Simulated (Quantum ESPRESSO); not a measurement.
## NbTe: zone-centre phonons under several settings

```
CELL_PARAMETERS angstrom
3.42570 0.00000 0.00000
0.00000 3.42570 0.00000
0.00000 0.00000 3.42570
ATOMIC_POSITIONS crystal
Nb 0.50000 0.50000 0.50000
Te 0.00000 0.00000 0.00000
```

The cell was built by a generator and needn't be a form met in nature.

All runs used Quantum ESPRESSO 7.5; potentials GBRV 1.5 PBE; k mesh 8 × 8 × 8; relaxed cell; no spin polarisation; cutoff 612 eV; occupations cold, width 0.2 eV.

| level | volume (Å³/atom) | lowest optical mode without the field (cm⁻¹) |
| --- | --- | --- |
| PBE | 20.24 | 135 |
| PBE+D2 | 19.91 | 133 |
| PBE+D3(BJ) | 19.42 | 154 |
| rPW86PBE+rVV10 | 20.93 | 130 |
| rev-vdW-DF2 | ? | ? |

Q: What stands in the row left open?

A: Volume 20.04 Å³/atom; lowest optical mode without the field 140 cm⁻¹.

Caveats: the mesh is thin for the phonons of a metal; pairwise dispersion overbinds metals, which lowers pressure and volume (some runs); the potentials were made for another functional, which shifts forces and pressure (some runs).

For the row left open. Caveat: the mesh is thin for the phonons of a metal; the potentials were made for another functional, which shifts forces and pressure.
